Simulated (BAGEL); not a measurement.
**B3LYP/6-31G(d) (density fitting with cc-pvqz-jkfit, spherical functions) run of CHF3O3S (triflic acid)**

What is the energy change on altering one bond length of CHF3O3S (triflic acid) at B3LYP/6-31G* (density fitting with cc-pvqz-jkfit, spherical functions)? 

The results are computed with BAGEL 1.2.2.

2 further runs of the same task are left out: 2 that didn't finish.

### Step 1. Starting point

CHF3O3S has 9 atoms, charge 0, and is taken as a singlet. SMILES: `O=S(=O)(O)C(F)(F)F`. The coordinates come from a PBE0-D4/def2-TZVP relaxation. This is one conformer, not always the lowest.

Bond lengths: O1–S2 1.422 Å, S2–O3 1.414 Å, S2–O4 1.577 Å, S2–C5 1.848 Å, C5–F6 1.327 Å, C5–F7 1.320 Å, C5–F8 1.319 Å, O4–H9 0.968 Å. Some angles: O1–S2–O3 123.8°, O1–S2–O4 109.3°, O1–S2–C5 106.8°, O3–S2–O4 107.4°, O3–S2–C5 107.2°, O4–S2–C5 99.5°, S2–C5–F6 109.4°, S2–C5–F7 108.8°, S2–C5–F8 110.4°, F6–C5–F7 109.4°.

### Step 2. A single-point energy at B3LYP/6-31G(d) (density fitting with cc-pvqz-jkfit, spherical functions)

The input, calc.json:

```json
{ "bagel" : [

{
  "title" : "molecule",
  "basis" : "6-31gs.json",
  "df_basis" : "cc-pvqz-jkfit",
  "angstrom" : true,
  "geometry" : [
    { "atom" : "O", "xyz" : [       1.462890,      -0.581870,       0.985740 ] },
    { "atom" : "S", "xyz" : [       0.298500,      -0.778940,       0.194370 ] },
    { "atom" : "O", "xyz" : [       0.144480,      -1.837650,      -0.729970 ] },
    { "atom" : "O", "xyz" : [      -0.972740,      -0.777950,       1.128120 ] },
    { "atom" : "C", "xyz" : [       0.003130,       0.796730,      -0.725230 ] },
    { "atom" : "F", "xyz" : [      -0.076560,       1.801740,       0.138180 ] },
    { "atom" : "F", "xyz" : [       1.014380,       1.004120,      -1.547510 ] },
    { "atom" : "F", "xyz" : [      -1.120920,       0.723830,      -1.412290 ] },
    { "atom" : "H", "xyz" : [      -0.753170,      -0.350000,       1.968590 ] }
  ]
},

{
  "title" : "ks",
  "xc_func" : "b3lyp"
},

{
  "title" : "print",
  "file" : "orbitals.molden",
  "orbitals" : true
}

]}
```

The basis set 6-31G* is read from a file made from the Basis Set Exchange's data (not shown).

Command:

```sh
BAGEL_NUM_THREADS=1 BAGEL calc.json > calc.out
```

Output:

```text
* using 1 threads per process

  ===============================================================
  ===============================================================

  *** Geometry ***

  { "atom" : "O", "xyz" : [      2.764461,     -1.099575,      1.862779 ] },
  { "atom" : "S", "xyz" : [      0.564083,     -1.471983,      0.367306 ] },
  { "atom" : "O", "xyz" : [      0.273028,     -3.472655,     -1.379443 ] },
  { "atom" : "O", "xyz" : [     -1.838212,     -1.470112,      2.131838 ] },
  { "atom" : "C", "xyz" : [      0.005915,      1.505601,     -1.370486 ] },
  { "atom" : "F", "xyz" : [     -0.144677,      3.404795,      0.261122 ] },
  { "atom" : "F", "xyz" : [      1.916900,      1.897512,     -2.924370 ] },
  { "atom" : "F", "xyz" : [     -2.118232,      1.367840,     -2.668841 ] },
  { "atom" : "H", "xyz" : [     -1.423285,     -0.661404,      3.720096 ] },

  Number of auxiliary basis functions:      941

  Since a DF basis is specified, we compute 2- and 3-index integrals:
    o Being stored without compression. Storage requirement is 0.105 GB

  Number of basis functions:      118
  Number of electrons      :       74

    * METHOD: MOLECULE                             1.42

  *** Kohn-Sham DFT ***

    * Removing 20536 points whose weight is below 1.00e-10
    * Grid points: 113618

  === Nuclear Repulsion ===
   572.2655299842

       - DIIS with orbital gradients will be used.

  === KS iteration (b3lyp / 6-31gs.json) ===
      0       -882.46641092          0.12257220           1.34
      1       -834.17917573          0.24721540           1.26
      2       -822.02877081          0.23336474           1.30
      3       -843.34541755          0.16556373           1.18
      4       -818.60163378          0.21645969           1.28
      5       -958.16571395          0.05992836           1.29
      6       -945.99073756          0.09712789           1.25
      7       -961.61714061          0.01806762           1.29
      8       -961.37030548          0.02326483           1.22
      9       -961.96067977          0.00443379           1.20
     10       -961.97762177          0.00240658           1.21
     11       -961.98274431          0.00115057           1.28
     12       -961.98392587          0.00037384           1.25
     13       -961.98406027          0.00011223           1.25
     14       -961.98406907          0.00003842           1.23
     15       -961.98407063          0.00001289           1.22
     16       -961.98407080          0.00000334           1.24
     17       -961.98407080          0.00000370           1.21
     18       -961.98407081          0.00000127           1.28
     19       -961.98407081          0.00000086           1.27
     20       -961.98407081          0.00000017           1.25
     21       -961.98407081          0.00000013           1.25
     22       -961.98407081          0.00000003           1.23
     23       -961.98407081          0.00000002           1.28
     24       -961.98407081          0.00000001           1.28
     25       -961.98407081          0.00000001           1.31
    * SCF iteration converged.

    * Permanent dipole moment:
           (    0.521109,    -0.764292,    -0.700794) a.u.

    * METHOD: KS                                  33.84

    * METHOD: PRINT                                0.07

  ===============================================================
```

Run time: 36 s. Hardware: 1 thread of AMD EPYC 7R43 (Zen 3), shared host; peak memory 0.7 GiB.

### Step 3. The distorted shape at the same level

The input, job.json:

```json
{ "bagel": [

{
  "title": "molecule",
  "basis": "6-31gs.json",
  "df_basis": "cc-pvqz-jkfit",
  "angstrom": "true",
  "geometry": [
    { "atom": "O", "xyz": [       1.551503,      -1.054580,       1.261625 ] },
    { "atom": "S", "xyz": [       0.387113,      -1.251650,       0.470255 ] },
    { "atom": "O", "xyz": [       0.233093,      -2.310360,      -0.454085 ] },
    { "atom": "O", "xyz": [      -0.884127,      -1.250660,       1.404005 ] },
    { "atom": "C", "xyz": [       0.003130,       0.796730,      -0.725230 ] },
    { "atom": "F", "xyz": [      -0.076560,       1.801740,       0.138180 ] },
    { "atom": "F", "xyz": [       1.014380,       1.004120,      -1.547510 ] },
    { "atom": "F", "xyz": [      -1.120920,       0.723830,      -1.412290 ] },
    { "atom": "H", "xyz": [      -0.664557,      -0.822710,       2.244475 ] }
  ]
},

{
  "title": "ks",
  "xc_func": "b3lyp"
},

{
  "title": "print",
  "file": "orbitals.molden",
  "orbitals": "true"
}

]}
```

The basis set 6-31G* is read from a file made from the Basis Set Exchange's data (not shown).

Command:

```sh
BAGEL_NUM_THREADS=1 BAGEL job.json > job.out
```

Output:

```text
* using 1 threads per process

  ===============================================================
  ===============================================================

  *** Geometry ***

  { "atom" : "O", "xyz" : [      2.931916,     -1.992867,      2.384126 ] },
  { "atom" : "S", "xyz" : [      0.731538,     -2.365276,      0.888653 ] },
  { "atom" : "O", "xyz" : [      0.440482,     -4.365948,     -0.858096 ] },
  { "atom" : "O", "xyz" : [     -1.670758,     -2.363405,      2.653185 ] },
  { "atom" : "C", "xyz" : [      0.005915,      1.505601,     -1.370486 ] },
  { "atom" : "F", "xyz" : [     -0.144677,      3.404795,      0.261122 ] },
  { "atom" : "F", "xyz" : [      1.916900,      1.897512,     -2.924370 ] },
  { "atom" : "F", "xyz" : [     -2.118232,      1.367840,     -2.668841 ] },
  { "atom" : "H", "xyz" : [     -1.255831,     -1.554697,      4.241443 ] },

  Number of auxiliary basis functions:      941

  Since a DF basis is specified, we compute 2- and 3-index integrals:
    o Being stored without compression. Storage requirement is 0.105 GB

  Number of basis functions:      118
  Number of electrons      :       74

    * METHOD: MOLECULE                             1.17

  *** Kohn-Sham DFT ***

    * Removing 19047 points whose weight is below 1.00e-10
    * Grid points: 115107

  === Nuclear Repulsion ===
   532.6705477464

       - DIIS with orbital gradients will be used.

  === KS iteration (b3lyp / 6-31gs.json) ===
      0       -886.21938676          0.11872006           1.12
      1       -881.42392432          0.17419524           1.10
      2       -749.54168981          0.19782720           1.13
      3       -809.42102350          0.17238141           1.07
      4       -878.43811611          0.15721390           1.11
      5       -959.35797646          0.04798412           1.16
      6       -959.65827946          0.05013282           1.08
      7       -961.75158990          0.01400469           1.04
      8       -961.87680178          0.00779276           1.06
      9       -961.91428012          0.00435497           1.02
     10       -961.94063713          0.00093536           1.02
     11       -961.94113560          0.00054639           1.02
     12       -961.94143183          0.00018944           1.05
     13       -961.94146786          0.00006374           1.08
     14       -961.94147085          0.00002703           1.04
     15       -961.94147156          0.00000888           1.05
     16       -961.94147161          0.00000620           1.08
     17       -961.94147166          0.00000172           1.07
     18       -961.94147166          0.00000105           1.08
     19       -961.94147166          0.00000039           1.13
     20       -961.94147166          0.00000034           1.10
     21       -961.94147166          0.00000009           1.08
     22       -961.94147166          0.00000005           1.07
     23       -961.94147166          0.00000003           1.06
     24       -961.94147166          0.00000001           1.03
    * SCF iteration converged.

    * Permanent dipole moment:
           (    0.498454,    -0.712762,    -0.722617) a.u.

    * METHOD: KS                                  27.84

    * METHOD: PRINT                                0.06

  ===============================================================
```

It took 30 s on 1 thread of AMD EPYC 7R43 (Zen 3), shared host; peak memory 0.71 GiB.

### Step 4. Outcome

At B3LYP/6-31G* (density fitting with cc-pvqz-jkfit, spherical functions):

```
                                                         quantity          value
                                        first shape: total energy  -961.98407 Eh
                                       first shape: dipole moment         2.95 D
                                         first shape: HOMO energy       -9.39 eV
                                         first shape: LUMO energy        0.47 eV
                                       first shape: HOMO–LUMO gap        9.86 eV
                                    distorted shape: total energy  -961.94147 Eh
                                   distorted shape: dipole moment         2.87 D
                                     distorted shape: HOMO energy       -8.13 eV
                                     distorted shape: LUMO energy       -2.60 eV
                                   distorted shape: HOMO–LUMO gap        5.53 eV
energy change with the S2–C5 bond stretched from 1.848 to 2.403 Å       1.159 eV
```

**Reading.** With the S2–C5 bond stretched from 1.848 to 2.403 Å the energy rises by 1.16 eV (112 kJ/mol). The first shape isn't relaxed at this level, so the change isn't measured from a minimum.
